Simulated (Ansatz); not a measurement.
# TiW2: the cost of one run

Program: Ansatz 0.2.0. Level of theory: DFT PBE, scalar-relativistic, plane waves, PAW. These are calculated values, not measurements.

## (1) The structure to begin with

Symmetry: P6_3/mmc, No. 194, hexagonal system. The conventional cell has a = 2.818 Å, b = 2.818 Å, c = 14.226 Å, α = 90.00°, β = 90.00°, γ = 120.00°. Ti (site symmetry -6m2) has 6 Ti at 2.82 Å and 6 W at 2.88 Å as nearest neighbours. Around W (site symmetry 3m) lie 9 W at 2.82 to 2.88 Å and 3 Ti at 2.88 Å.

Coordinates:

```xyz
6
Lattice="2.8181 0.0000 0.0000 -1.4090 2.4405 0.0000 0.0000 0.0000 14.2265" Properties=species:S:1:pos:R:3 pbc="T T T"
Ti    0.0000    1.6270   10.6698
Ti    1.4090    0.8135    3.5566
W     0.0000    1.6270    1.1855
W     0.0000    1.6270    5.9277
W     1.4090    0.8135   13.0409
W     1.4090    0.8135    8.2988
```

The start is an ordering of an alloy on its end members' structure types: elements ordered on the sites of the Au type, Ti/W on Au (P6_3/mmc, No. 194).

## (2) Probe: one point on a coarse mesh

Input file input.yaml:

```yaml
crystal:
  lattice:
    - [2.81808164, 0.0, 0.0]
    - [-1.40904082, 2.44053029, 0.0]
    - [0.0, 0.0, 14.22646176]
  atoms:
    - { symbol: Ti, position: [0.33333333, 0.66666667, 0.75] }
    - { symbol: Ti, position: [0.66666667, 0.33333333, 0.25] }
    - { symbol: W, position: [0.33333333, 0.66666667, 0.08333333] }
    - { symbol: W, position: [0.33333333, 0.66666667, 0.41666667] }
    - { symbol: W, position: [0.66666667, 0.33333333, 0.91666667] }
    - { symbol: W, position: [0.66666667, 0.33333333, 0.58333333] }
basis:
  ecutwfc: 420
kpoints:
  mp_grid: { grid: [6, 6, 2] }
hamiltonian:
  xc: pbe
scf:
  occupations: { method: gaussian, width: 0.1 }
  lower_state_search: "off"
output:
  forces: true
  stress: true
  eigenvalues: true
```

The run is started by

```sh
$ ansatz run input.yaml --threads 1 --pin off --max-ram 2560MiB --backend cpu --events-out ev --progress --plain --runs-dir out
```

Q: Estimate wall time and peak memory on 1 thread of Intel Xeon at 2.50GHz (Skylake/Cascade Lake), shared host.

About 8.9 s, with a peak of 0.4 GiB.
